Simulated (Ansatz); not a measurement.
# Si16O: the cost of one run

Program: Ansatz 0.2.0. Level of theory: DFT PBE, plane waves, PAW, scalar-relativistic, collinear spin. These are calculated values, not measurements.

**1. The structure to begin with**

The cell holds 17 atoms (OSi16): a = 7.679 Å, b = 7.679 Å, c = 7.679 Å, α = 60.00°, β = 60.00°, γ = 60.00°.

As a file:

```cif
data_structure
_symmetry_space_group_name_H-M 'P 1'
_symmetry_Int_Tables_number 1
_cell_length_a 7.6792
_cell_length_b 7.6792
_cell_length_c 7.6792
_cell_angle_alpha 60.000
_cell_angle_beta 60.000
_cell_angle_gamma 60.000
_cell_volume 320.21
loop_
_atom_site_label
_atom_site_type_symbol
_atom_site_fract_x
_atom_site_fract_y
_atom_site_fract_z
_atom_site_occupancy
Si1 Si 0.00000 0.00000 0.00000 1
Si2 Si 0.12500 0.12500 0.12500 1
Si3 Si 0.00000 0.00000 0.50000 1
Si4 Si 0.12500 0.12500 0.62500 1
Si5 Si 0.00000 0.50000 0.00000 1
Si6 Si 0.12500 0.62500 0.12500 1
Si7 Si 0.00000 0.50000 0.50000 1
Si8 Si 0.12500 0.62500 0.62500 1
Si9 Si 0.50000 0.00000 0.00000 1
Si10 Si 0.62500 0.12500 0.12500 1
Si11 Si 0.50000 0.00000 0.50000 1
Si12 Si 0.62500 0.12500 0.62500 1
Si13 Si 0.50000 0.50000 0.00000 1
Si14 Si 0.62500 0.62500 0.12500 1
Si15 Si 0.50000 0.50000 0.50000 1
Si16 Si 0.62500 0.62500 0.62500 1
O1 O 0.37544 0.88401 0.37940 1
```

**2. Preparing the start**

Contents of input.yaml:

```yaml
accuracy: low
crystal:
  lattice:
    - [0.0, 5.43, 5.43]
    - [5.43, 0.0, 5.43]
    - [5.43, 5.43, 0.0]
  atoms:
    - { symbol: Si, position: [0.0, 0.0, 0.0] }
    - { symbol: Si, position: [0.125, 0.125, 0.125] }
    - { symbol: Si, position: [0.0, 0.0, 0.5] }
    - { symbol: Si, position: [0.125, 0.125, 0.625] }
    - { symbol: Si, position: [0.0, 0.5, 0.0] }
    - { symbol: Si, position: [0.125, 0.625, 0.125] }
    - { symbol: Si, position: [0.0, 0.5, 0.5] }
    - { symbol: Si, position: [0.125, 0.625, 0.625] }
    - { symbol: Si, position: [0.5, 0.0, 0.0] }
    - { symbol: Si, position: [0.625, 0.125, 0.125] }
    - { symbol: Si, position: [0.5, 0.0, 0.5] }
    - { symbol: Si, position: [0.625, 0.125, 0.625] }
    - { symbol: Si, position: [0.5, 0.5, 0.0] }
    - { symbol: Si, position: [0.625, 0.625, 0.125] }
    - { symbol: Si, position: [0.5, 0.5, 0.5] }
    - { symbol: Si, position: [0.625, 0.625, 0.625] }
    - { symbol: O, position: [0.375441, 0.8840067, 0.3793966], spin: 1.0 }
magnetization:
  spin_polarized: true
basis:
  ecutwfc: 420.0
kpoints:
  mp_grid: { grid: [2, 2, 2] }
hamiltonian:
  xc: pbe
  pseudopotentials: { kind: paw, azcp: { folder: soft_1 } }
scf:
  occupations: { method: fermi_dirac, width: 0.02 }
  lower_state_search: "off"
relax:
  f_tol: 0.08
  max_steps: 25
  adjacent_minimum: "off"
output:
  write_density: true
  write_potential: true
  elf: true
  volumetric_format: npy
```

On the command line:

```
ansatz run input.yaml --threads 1 --pin off --max-ram 3072MiB --backend cpu --events-out ev --progress --plain --runs-dir out
```

**Question.** How long does this run take on 1 thread of Arm Neoverse V1, shared host, and how much memory does it need?

About 5.2 min, with a peak of 0.65 GiB.
